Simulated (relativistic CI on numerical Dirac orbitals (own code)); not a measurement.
# Ru⁵⁺ (4d3) in crystal fields: levels and magnetism

How does a crystal field split the 4d3 shell of Ru⁵⁺, and what follows for the ground state and χT? 6 fields tried.

Method: Dirac-Coulomb-Breit CI, KLI orbitals optimised for each configuration, model QED (radiative potential, 1s self-energy scaled to tabulated hydrogen-like ionisation energies), valence Slater integrals scaled by 0.85, one configuration in a parametric crystal field. Code: relativistic CI on numerical Dirac orbitals (own code) version 1.

## 1. What is computed

| Quantity | Value |
| --- | --- |
| ion | Ru⁵⁺ (Ru VI) |
| nuclear charge | 44 |
| electrons | 39 |
| open shell | 4d3 |
| Slater scale | 0.85 |
| field 1 (cm⁻¹) | D3d, 10Dq = 27350, Dsigma = 110, Dtau = -370 |
| field 2 (cm⁻¹) | D3d, 10Dq = 27350, Dsigma = 330, Dtau = -370 |
| field 3 (cm⁻¹) | D3d, 10Dq = 27350, Dsigma = 550, Dtau = -370 |
| field 4 (cm⁻¹) | D3d, 10Dq = 27350, Dsigma = 760, Dtau = -370 |
| field 5 (cm⁻¹) | D3d, 10Dq = 27350, Dsigma = 980, Dtau = -370 |
| field 6 (cm⁻¹) | D3d, 10Dq = 27350, Dsigma = 1200, Dtau = -370 |

The outer shells:

[Kr] 4d3
```
[Kr] core
4d [↑ ][↑ ][↑ ][  ][  ]
```

## 2. Field 1: D3d, 10Dq = 27350, Dsigma = 110, Dtau = -370

Settings of the run:

```ini
atom Ru  Z=44  charge=5  electrons=39
nucleus A=102  rms_radius_fm=4.4809
hamiltonian dirac-coulomb  breit=on  qed=on  c_scale=1
orbitals kli  potential=per-configuration
slater_scale 0.85
correlation none
mixing on
configurations
  [Kr] 4d3
end
crystal_field D3d 10Dq=27350 Dsigma=110 Dtau=-370
```

## 3. Field 2: D3d, 10Dq = 27350, Dsigma = 330, Dtau = -370

Settings: those of step 2 with these lines changed.

```diff
@@ -10,2 +10,2 @@
 end
-crystal_field D3d 10Dq=27350 Dsigma=110 Dtau=-370
+crystal_field D3d 10Dq=27350 Dsigma=330 Dtau=-370
```

## 4. Field 3: D3d, 10Dq = 27350, Dsigma = 550, Dtau = -370

Settings: those of step 3 with these lines changed.

```diff
@@ -10,2 +10,2 @@
 end
-crystal_field D3d 10Dq=27350 Dsigma=330 Dtau=-370
+crystal_field D3d 10Dq=27350 Dsigma=550 Dtau=-370
```

## 5. Field 4: D3d, 10Dq = 27350, Dsigma = 760, Dtau = -370

Settings: those of step 4 with these lines changed.

```diff
@@ -10,2 +10,2 @@
 end
-crystal_field D3d 10Dq=27350 Dsigma=550 Dtau=-370
+crystal_field D3d 10Dq=27350 Dsigma=760 Dtau=-370
```

## 6. Field 5: D3d, 10Dq = 27350, Dsigma = 980, Dtau = -370

Settings: those of step 5 with these lines changed.

```diff
@@ -10,2 +10,2 @@
 end
-crystal_field D3d 10Dq=27350 Dsigma=760 Dtau=-370
+crystal_field D3d 10Dq=27350 Dsigma=980 Dtau=-370
```

## 7. Field 6: D3d, 10Dq = 27350, Dsigma = 1200, Dtau = -370

Settings: those of step 6 with these lines changed.

```diff
@@ -10,2 +10,2 @@
 end
-crystal_field D3d 10Dq=27350 Dsigma=980 Dtau=-370
+crystal_field D3d 10Dq=27350 Dsigma=1200 Dtau=-370
```

(Steps that only read results are left out.)

Before running it: what results should come out? Wanted: ground spin; most axial ground doublet.

As calculated:

| field | ground state | degeneracy | S | J | first gap (cm⁻¹) | stabilisation (cm⁻¹) | χT at 2 K | χT at 300 K |
| --- | --- | --- | --- | --- | --- | --- | --- | --- |
| 1: D3d | G56 | 2 | 1.50 | 3.35 | 16 | -28199 | 1.066 | 1.620 |
| 2: D3d | G56 | 2 | 1.50 | 3.35 | 22 | -28242 | 1.033 | 1.620 |
| 3: D3d | G56 | 2 | 1.50 | 3.35 | 28 | -28296 | 1.013 | 1.620 |
| 4: D3d | G56 | 2 | 1.50 | 3.35 | 34 | -28358 | 1.000 | 1.621 |
| 5: D3d | G56 | 2 | 1.50 | 3.34 | 40 | -28433 | 0.989 | 1.620 |
| 6: D3d | G56 | 2 | 1.50 | 3.34 | 45 | -28520 | 0.981 | 1.620 |

χT is in cm³ K/mol; stabilisation counts from the free ion's lowest level; S and J come from the expectation values of their squares.

| quantity | value |
| --- | --- |
| ground spin (effective S from ⟨S²⟩) | 1: 1.50, 2: 1.50, 3: 1.50, 4: 1.50, 5: 1.50, 6: 1.50 |
| χT at 300 K | 1.62 to 1.62 cm³ K/mol |
| most axial ground doublet | field 1, g = 0.00, 0.00, 5.53 |

What this shows: All fields leave the ground state at S = 3/2. The lowest doublet of field 1 is strongly axial. The field is a set of parameters, without covalency or charge transfer.
